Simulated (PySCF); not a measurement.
**One shape, several levels: AlHSBrCl (SMILES [SH][Al]([Cl])[Br])**

Aim: a comparison of 6 runs (HF/STO-3G, HF/def2-SVP, B3LYP/STO-3G, B3LYP/6-31G*, PBE0/def2-SVP) of AlHSBrCl. The job is set up through a Python script.

Program for the calculation: PySCF 2.14.0.

5 further runs of the same task are left out: 3 for a known fault of the program, 2 set aside as unsound or not needed.

### Step 1. The molecule

AlHSBrCl: 5 atoms, total charge 0, spin state singlet. SMILES: `[SH][Al]([Cl])[Br]`. The coordinates come from a PBE0-D4/def2-TZVP relaxation. This is one conformer, not always the lowest.

Bond lengths: S1–Al2 2.159 Å, Al2–Cl3 2.077 Å, Al2–Br4 2.238 Å, S1–H5 1.345 Å. Angles: S1–Al2–Cl3 118.6°, S1–Al2–Br4 121.4°, Cl3–Al2–Br4 120.1°, Al2–S1–H5 92.2°.

### Step 2. Energy and forces at HF/STO-3G (run 1)

Input file job.py:

```python
import pyscf.grad
from pyscf import gto

mol = gto.M(
    atom=[
    ('S', (0.103200, 1.673200, 0.404500)),
    ('Al', (0.228300, -0.466900, 0.150900)),
    ('Cl', (1.513900, -1.539900, 1.380300)),
    ('Br', (-0.990800, -1.529400, -1.395800)),
    ('H', (-0.804800, 1.789300, -0.581400)),
],
    basis='sto-3g',
    verbose=4,
    charge=0,
    max_memory=1860,
)

mf = mol.RHF()
mf.conv_tol = 1e-10
mf.kernel()
if not mf.converged:
    mf = mf.newton().run(mf.mo_coeff, mf.mo_occ)

e_final = mf.e_tot
print('Final energy', e_final)
grad = mf.Gradients().kernel()
mf.analyze()
```

Started as:

```console
OMP_NUM_THREADS=1 python job.py
```

Standard output:

```text
PySCF version 2.14.0

[... 73 lines left out ...]
One-electron Energy =                -5938.836632606595231
[... 8 lines left out ...]
MO #4   energy= -63.1593845248053  occ= 2
[... 6 lines left out ...]
MO #11  energy= -8.63610421077337  occ= 2
[... 6 lines left out ...]
MO #18  energy= -6.26780228931114  occ= 2
[... 6 lines left out ...]
MO #25  energy= -2.21725434326173  occ= 2
[... 6 lines left out ...]
MO #32  energy= -0.863359263851593 occ= 2
[... 6 lines left out ...]
MO #39  energy= -0.334023094959295 occ= 2
[... 6 lines left out ...]
MO #46  energy= 0.534001980240033  occ= 0
[... 54 lines left out ...]
Dipole moment(X, Y, Z, Debye): -0.98723,  1.75791, -0.77376
```

It took 2.9 s on 1 thread of Intel Xeon at 2.70GHz, shared host; peak memory 0.12 GiB.

### Step 3. Energy and forces at HF/def2-SVP (run 2)

Input file geometry.xyz:

```xyz
5
AlBrClHS
S      0.103200     1.673200     0.404500
Al     0.228300    -0.466900     0.150900
Cl     1.513900    -1.539900     1.380300
Br    -0.990800    -1.529400    -1.395800
H     -0.804800     1.789300    -0.581400
```

Input file input.py:

```python
import pyscf.grad
from pyscf import gto

molecule = gto.Mole()
molecule.atom = 'geometry.xyz'
molecule.max_memory = 1860
molecule.verbose = 4
molecule.basis = 'def2-svp'
molecule.build()

hf = molecule.RHF()
hf.conv_tol = 1e-10
hf.kernel()
if not hf.converged:
    hf = hf.newton().run(hf.mo_coeff, hf.mo_occ)

etot = hf.e_tot
print('E = %.10f Eh' % etot)
grad = hf.Gradients().kernel()
hf.analyze()
```

Started as:

```console
OMP_NUM_THREADS=1 python input.py
```

Standard output:

```text
PySCF version 2.14.0

[... 75 lines left out ...]
Total Energy =                       -3671.486841024836849
[... 13 lines left out ...]
MO #7   energy= -58.5198004206217  occ= 2
[... 11 lines left out ...]
MO #19  energy= -6.654387291691    occ= 2
[... 11 lines left out ...]
MO #31  energy= -1.01841844172319  occ= 2
[... 11 lines left out ...]
MO #43  energy= 0.0795081700966644 occ= 0
[... 11 lines left out ...]
MO #55  energy= 0.599274878175412  occ= 0
[... 11 lines left out ...]
MO #67  energy= 0.925047402757605  occ= 0
[... 11 lines left out ...]
MO #79  energy= 1.32545281086897   occ= 0
[... 11 lines left out ...]
MO #91  energy= 4.1391145820384    occ= 0
[... 99 lines left out ...]
Dipole moment(X, Y, Z, Debye): -0.74893,  0.61477, -0.71874
```

Run time: 8.4 s. Hardware: 1 thread of Intel Xeon at 2.70GHz, shared host; peak memory 0.18 GiB.

Runs 3 to 5 aren't shown in full; the table further down has their settings and results.

### Step 4. Energy and forces at B3LYP/6-31G(d) (Cartesian functions) (run 6)

Input file job.py:

```python
import pyscf.grad
from pyscf import gto, dft

mol = gto.Mole()
mol.atom = '''
S      0.195020     3.161890     0.764394
Al     0.431424    -0.882313     0.285160
Cl     2.860856    -2.909989     2.608389
Br    -1.872341    -2.890147    -2.637680
H     -1.520852     3.381287    -1.098687
'''
mol.cart = True
mol.spin = 0
mol.verbose = 4
mol.basis = '6-31g*'
mol.max_memory = 1860
mol.unit = 'bohr'
mol.build()

calc0 = dft.RKS(mol)
calc0.xc = 'b3lyp'
calc0.grids.level = 5
calc0.conv_tol = 1e-10
calc0.kernel()
if not calc0.converged:
    calc0 = calc0.newton().run(calc0.mo_coeff, calc0.mo_occ)

energy = calc0.e_tot
print('E = %.10f Eh' % energy)
grad = calc0.Gradients().kernel()
calc0.analyze()
```

Started as:

```console
OMP_NUM_THREADS=1 python job.py
```

Standard output:

```text
PySCF version 2.14.0

[... 92 lines left out ...]
Two-electron Energy =                 1859.273837395150849
[... 13 lines left out ...]
MO #10  energy= -8.71882043311516  occ= 2
[... 11 lines left out ...]
MO #22  energy= -2.77305287262275  occ= 2
[... 11 lines left out ...]
MO #34  energy= -0.427021417772996 occ= 2
[... 11 lines left out ...]
MO #46  energy= 0.0645292174640352 occ= 0
[... 11 lines left out ...]
MO #58  energy= 0.366235607598376  occ= 0
[... 11 lines left out ...]
MO #70  energy= 0.702291806317761  occ= 0
[... 11 lines left out ...]
MO #82  energy= 1.1634853864643    occ= 0
[... 11 lines left out ...]
MO #94  energy= 90.4283246117964   occ= 0
[... 102 lines left out ...]
Dipole moment(X, Y, Z, Debye): -0.80249,  0.69839, -0.76264
```

Run time: 43 s. Hardware: 1 thread of Intel Xeon at 2.70GHz, shared host; peak memory 0.92 GiB.

### Step 5. All runs side by side

```tsv
run	level	integration grid	Cartesian functions	energy (Eh)	dipole moment (D)	HOMO energy (eV)	LUMO energy (eV)	wall time
1	HF/STO-3G	–	no	-3632.233049	2.16	-8.04	6.91	2.9 s
2	HF/def2-SVP	–	no	-3671.486841	1.21	-10.95	1.99	8.4 s
3	B3LYP/STO-3G	5	no	-3635.257349	2.28	-4.44	2.64	13 s
4	B3LYP/6-31G* (spherical functions)	5	no	-3675.471944	1.31	-7.95	-1.46	37 s
5	PBE0/def2-SVP	5	no	-3674.408160	1.23	-8.14	-0.95	27 s
6	B3LYP/6-31G* (Cartesian functions)	5	yes	-3675.487981	1.31	-7.95	-1.46	43 s
```

### Step 6. What came out

| quantity | value |
| --- | --- |
| run 6: total energy | -3675.48798 Eh |
| run 6: dipole moment | 1.31 D |
| run 6: HOMO energy | -7.95 eV |
| run 6: LUMO energy | -1.46 eV |
| run 6: HOMO–LUMO gap | 6.49 eV |
| run 6: largest force on an atom | 0.376 eV/Å |

In words: The dipole moment (its size) runs from 1.21 D (HF/def2-SVP) to 2.28 D (B3LYP/STO-3G). The two ends differ in method and basis. The HOMO–LUMO gap runs from 6.49 eV (B3LYP/6-31G*) to 14.95 eV (HF/STO-3G). Totals of different functionals can't be ranked against each other. In runs 1, 3 the basis is minimal, so the values are rough. All runs together took 2.2 min, the longest 43 s.
